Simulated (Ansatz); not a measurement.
# BIr3Br (element-swapped structure): how the settings move a relaxation

Aim: see which settings change the result for BIr3Br (element-swapped structure), by how much, and at what cost.

Method: reference: DFT PBEsol, plane waves, PAW, scalar-relativistic, no spin polarisation, in Ansatz 0.2.0.

## (1) The starting structure

It takes space group Pm-3m (No. 221, cubic). The conventional cell has a = 4.381 Å, b = 4.381 Å, c = 4.381 Å, α = 90.00°, β = 90.00°, γ = 90.00°. B (site symmetry m-3m) has 6 Ir at 2.19 Å as nearest neighbours. Ir (site symmetry 4/mmm) is surrounded by 2 B at 2.19 Å and 8 Ir at 3.10 Å and 4 Br at 3.10 Å. Br (site symmetry m-3m) has 12 Ir at 3.10 Å as nearest neighbours.

Coordinates:

```xyz
5
Lattice="4.3813 0.0000 0.0000 0.0000 4.3813 0.0000 0.0000 0.0000 4.3813" Properties=species:S:1:pos:R:3 pbc="T T T"
B     2.1906    2.1906    2.1906
Ir    0.0000    2.1906    2.1906
Ir    2.1906    0.0000    2.1906
Ir    2.1906    2.1906    0.0000
Br    0.0000    0.0000    0.0000
```

## (2) The reference run

The input, input.yaml:

```yaml
crystal:
  lattice:
    - [4.381274, 0.0, 0.0]
    - [0.0, 4.381274, 0.0]
    - [0.0, 0.0, 4.381274]
  atoms:
    - { symbol: B, position: [0.5, 0.5, 0.5] }
    - { symbol: Ir, position: [0.0, 0.5, 0.5] }
    - { symbol: Ir, position: [0.5, 0.0, 0.5] }
    - { symbol: Ir, position: [0.5, 0.5, 0.0] }
    - { symbol: Br, position: [0.0, 0.0, 0.0] }
  symmetry: { tolerance: 0.0003 }
kpoints:
  mp_grid: { grid: [4, 4, 4], shift: [0, 0, 0] }
magnetization:
  spin_polarized: false
scf:
  occupations: { method: gaussian, width: 0.1175 }
hamiltonian:
  pseudopotentials: { kind: paw }
  xc: pbesol
basis:
  ecutwfc: 420
output:
  forces: true
  stress: true
  eigenvalues: true
relax:
  max_steps: 40
  cell: {}
```

Command:

```
$ ansatz run input.yaml --threads 1 --pin off --max-ram 2560MiB --backend cpu --events-out ev --progress --plain --runs-dir out
```

## (3) Changing settings: mp_grid.shift [0.5, 0.5, 0.5], n_extra_bands 8

Edit input.yaml of step 2 so:

```diff
@@ -13,3 +13,3 @@
 kpoints:
-  mp_grid: { grid: [4, 4, 4], shift: [0, 0, 0] }
+  mp_grid: { grid: [4, 4, 4], shift: [0.5, 0.5, 0.5] }
 magnetization:
@@ -18,2 +18,3 @@
   occupations: { method: gaussian, width: 0.1175 }
+  n_extra_bands: 8
 hamiltonian:
```

## (4) Variant: scf.algorithm density_mixing, hubbard.sites [{species: Ir, l: d, u_eff: 4.0}], hubbard.double_counting fll

Edit input.yaml of step 2 so:

```diff
@@ -18,2 +18,3 @@
   occupations: { method: gaussian, width: 0.1175 }
+  algorithm: density_mixing
 hamiltonian:
@@ -21,2 +22,3 @@
   xc: pbesol
+  hubbard: { sites: [{ species: Ir, l: d, u_eff: 4.0 }], double_counting: fll }
 basis:
```

## (5) Changed: n_extra_bands 2

Edit input.yaml of step 2 so:

```diff
@@ -18,2 +18,3 @@
   occupations: { method: gaussian, width: 0.1175 }
+  n_extra_bands: 2
 hamiltonian:
```

## (6) Changed: eigensolver.kind davidson

Edit input.yaml of step 2 so:

```diff
@@ -18,2 +18,3 @@
   occupations: { method: gaussian, width: 0.1175 }
+  eigensolver: { kind: davidson }
 hamiltonian:
@@ -27,2 +28,6 @@
   eigenvalues: true
+  write_density: true
+  write_potential: true
+  elf: true
+  volumetric_format: npy
 relax:
```

**Question.** What will these runs give? Wanted: for each run, ending; energy change; pressure; gap; force.

As calculated:

```tsv
run	ending	energy change	pressure (GPa)	gap (eV)	force (eV/Å)	cycles	time
reference	converged	0	0.0	0.00	0.00	-	4.1 s
1: mp_grid.shift [0.5, 0.5, 0.5], n_extra_bands 8	converged	+31.4 meV/atom	0.0	0.00	0.00	-	2.7 s
2: scf.algorithm density_mixing, hubbard.sites [{species: Ir, l: d, u_eff: 4.0}], hubbard.double_counting fll	converged	+1.88 eV/atom (U changed: no physical gain or loss)	0.0	0.00	0.00	-	6.4 s
3: n_extra_bands 2	converged	0.0 meV/atom	0.0	0.00	0.00	-	3.9 s
4: eigensolver.kind davidson	converged	0.0 meV/atom	0.0	0.00	0.00	-	5.2 s
```

Times don't compare one to one where runs were asked for different outputs or read a saved state (see the inputs); cycles may leave out searches for a lower state.

**Reading.** Of the converged runs whose energies compare with the reference's, «mp_grid.shift [0.5, 0.5, 0.5], n_extra_bands 8» moves the energy most (+31.4 meV/atom). A changed U is a change of model: its shifts are not errors of convergence. The reference leaves spin out although Ir can carry a moment, so its state need not be the lowest.

The reference has limits of its own: its mesh is coarse for a cell with so small a gap or none.
